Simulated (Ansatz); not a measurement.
Relaxation of a periodic cell of 13 atoms, LiMg12 (host Mg, host structure hcp, interstitial Li), to a largest force component of 0.03 eV/Å in at most 60 steps.

Method: Ansatz, DFT PBEsol, scalar-relativistic, plane waves, PAW. Settings: cutoff 420 eV, k mesh 3x2x3, gaussian smearing 0.15 eV, no spin polarisation.

```xyz
13
Lattice="6.4200 0.0000 0.0000 -4.8150 8.3398 0.0000 0.0000 0.0000 5.2130" Properties=species:S:1:pos:R:3
Mg 0.000 0.000 0.000
Mg 0.000 1.853 2.607
Mg -1.605 2.780 0.000
Mg -1.605 4.633 2.607
Mg -3.210 5.560 0.000
Mg -3.210 7.413 2.607
Mg 3.210 0.000 0.000
Mg 3.210 1.853 2.607
Mg 1.605 2.780 0.000
Mg 1.605 4.633 2.607
Mg 0.000 5.560 0.000
Mg 0.000 7.413 2.607
Li 4.702 0.927 1.291
```

**Question.** Where does it end, and by what steps?

**Answer.** The forces met the threshold. Limits of this set-up: coarse k mesh, a small cell, in which the defect meets its images. After 7 steps the energy has fallen by 1.147 eV; Mg7 moved furthest, 0.87 Å. Parted: Mg3–Mg7 (3.21 → 4.33 Å). Joined: Mg6–Li13 (3.84 → 3.13 Å), Mg9–Li13 (3.83 → 2.91 Å).

| step | energy less start (eV) | largest force component (eV/Å) | accepted |
| --- | --- | --- | --- |
| 0 | 0.0000 | 1.172 | yes |
| 1 | -0.8203 | 0.537 | yes |
| 2 | -1.0065 | 0.094 | yes |
| 3 | -1.0396 | 0.094 | yes |
| 4 | -1.0850 | 0.214 | yes |
| 5 | -1.1209 | 0.109 | yes |
| 6 | -1.1457 | 0.035 | yes |
| 7 | -1.1472 | 0.011 | yes |

```xyz
13
Lattice="6.4200 0.0000 0.0000 -4.8150 8.3398 0.0000 0.0000 0.0000 5.2130" Properties=species:S:1:pos:R:3
Mg -0.001 0.023 -0.148
Mg -0.002 1.874 2.692
Mg -1.236 3.093 0.094
Mg -1.593 4.838 2.686
Mg -3.286 5.320 0.031
Mg -3.137 7.564 2.124
Mg 2.954 -0.549 -0.619
Mg 3.276 2.125 3.194
Mg 1.771 2.587 0.377
Mg 1.549 4.608 2.724
Mg 0.106 5.664 0.117
Mg 0.232 7.333 2.607
Li 4.069 0.927 1.050
```

Whether the end is a true minimum wasn't checked by a vibrational analysis.

The run took 71 s on 2 threads of Arm Neoverse V1, with other jobs on the host, peak memory 0.66 GiB.
